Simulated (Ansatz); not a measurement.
# C₂H₄BBr: up Jacob's ladder to CCSD(T)

Aim: compute C₂H₄BBr with functionals from several rungs and with coupled cluster. The yardstick is the atomisation energy at the CCSD(T) limit.

Program: Ansatz 0.2.0, Gaussian basis. Level of theory: functionals in def2-TZVPP, the program's frozen cores in correlated methods. These are calculated values, not measurements.

The runs, in order: LDA (SPW92), PBE-D4, revPBE-D4, BLYP-D4, r2SCAN-D4, B97M-V, PBE0-D4, B3LYP-D4, r2SCANh-D4, r2SCAN0-D4, HSE06-D4, BHLYP-D4, CAM-B3LYP-D4, LC-ωPBE, ωB97X-V, ωB97M-V, B2PLYP, PBE-QIDH; CCSD(T)/def2-SVP; CCSD(T)/def2-TZVPP; MP2/def2-QZVPP; extrapolation to the limit; RPA on PBE.

## 1. Structure used throughout

All runs share one geometry, relaxed beforehand with PBE0-D4 in a triple-zeta def2 set.

SMILES `C=CBBr`, 8 atoms, charge 0, spin multiplicity 1.

Atoms are counted from 1 here; the program's logs count them from 0.

Bond lengths: C1–C2 1.338 Å, C1–H5 1.086 Å, C1–H6 1.086 Å, C2–B3 1.528 Å, C2–H7 1.088 Å, B3–Br4 1.910 Å, B3–H8 1.192 Å. Angles: C2–C1–H5 122.6°, C2–C1–H6 120.9°, H5–C1–H6 116.5°, C1–C2–B3 119.8°, C1–C2–H7 118.8°, B3–C2–H7 121.3°, C2–B3–Br4 120.8°, C2–B3–H8 122.5°, Br4–B3–H8 116.6°.

## 2. LDA

This LDA is Slater exchange with PW92 correlation.

File in.yaml:

```yaml
crystal:
  periodic: [false, false, false]
  atoms:
    - {symbol: C, position_ang: [0.233387, 1.032065, -0.787738]}
    - {symbol: C, position_ang: [-0.440475, 0.260354, 0.072500]}
    - {symbol: B, position_ang: [0.176045, -1.049025, 0.562597]}
    - {symbol: Br, position_ang: [-0.760179, -2.173077, 1.791252]}
    - {symbol: H, position_ang: [-0.161009, 1.971211, -1.165179]}
    - {symbol: H, position_ang: [1.216672, 0.741298, -1.145824]}
    - {symbol: H, position_ang: [-1.422508, 0.584059, 0.409387]}
    - {symbol: H, position_ang: [1.250268, -1.423884, 0.207305]}
basis:
  gaussian: {orbitals: def2-TZVPP}
hamiltonian: {xc: lda}
output: {orbitals: {seedname: orbitals}}
```

The run is started by

```bash
$ ansatz run in.yaml --threads 2 --pin off --events-out ev --progress --plain --max-ram 4352MiB
```

After this run come: PBE-D4 (GGA); revPBE-D4 (GGA); BLYP-D4 (GGA); r2SCAN-D4 (meta-GGA); B97M-V (meta-GGA); PBE0-D4 (hybrid); B3LYP-D4 (hybrid); r2SCANh-D4 (hybrid); r2SCAN0-D4 (hybrid); HSE06-D4 (hybrid); BHLYP-D4 (hybrid); CAM-B3LYP-D4 (range-separated); LC-ωPBE (range-separated); ωB97X-V (range-separated); ωB97M-V (range-separated); B2PLYP (double hybrid); PBE-QIDH (double hybrid); CCSD(T) in def2-SVP; CCSD(T) in def2-TZVPP; MP2 in def2-QZVPP; RPA on PBE orbitals.

Before running them: what should the planned runs give, taken together? Wanted: atomisation energy, CCSD(T)/CBS; farthest beyond LDA; mean size of error, GGA; mean size of error, meta-GGA; mean size of error, hybrid; mean size of error, range-separated; mean size of error, double hybrid; gap, smallest and largest; T1 diagnostic.

The runs gave:

| quantity | value |
| --- | --- |
| atomisation energy, CCSD(T)/CBS | 3098.8 kJ/mol |
| functionals within 31.0 kJ/mol (1.0 %) | revPBE-D4, BLYP-D4, B97M-V, B3LYP-D4, r2SCANh-D4, r2SCAN0-D4, CAM-B3LYP-D4, LC-ωPBE, ωB97X-V, ωB97M-V, B2PLYP, PBE-QIDH |
| farthest beyond LDA | PBE-D4 (+83.6 kJ/mol) |
| mean size of error, GGA | 31.6 kJ/mol |
| mean size of error, meta-GGA | 26.1 kJ/mol |
| mean size of error, hybrid | 29.2 kJ/mol |
| mean size of error, range-separated | 8.5 kJ/mol |
| mean size of error, double hybrid | 13.9 kJ/mol |
| gap, smallest and largest | 3.51 eV (LDA (SPW92)), 10.76 eV (LC-ωPBE) |
| T1 diagnostic | 0.0108 |
| triples share of the correlation energy | 4.0 % |

What this shows: The LDA atomisation energy is off by 430.1 kJ/mol (14 %): it overbinds. PBE-D4 is off by +83.6 kJ/mol. Double hybrids carry the basis error of their MP2 part in triple zeta, and no dispersion term here, so their miss is partly the set-up's. The rungs range-separated, double hybrid, meta-GGA, hybrid miss on average by less than the doubt on the reference (31.0 kJ/mol), so they tie. Misses under about 31.0 kJ/mol are within the doubt on the reference itself, which lacks core-valence correlation, relativity and higher excitations, and its outer-core shells are covered unevenly. All levels share the lack of spin-orbit coupling, which lowers the free heavy atoms and so the true binding. Hartree-Fock recovers 77 % of the binding; the rest is correlation. CCSD(T) in def2-SVP is off by -119.7 kJ/mol, which most functionals beat. Orbital gaps span 3.5 to 10.8 eV; exact exchange widens them. Correlated methods include outer-core shells of Br, which these sets cover unevenly.
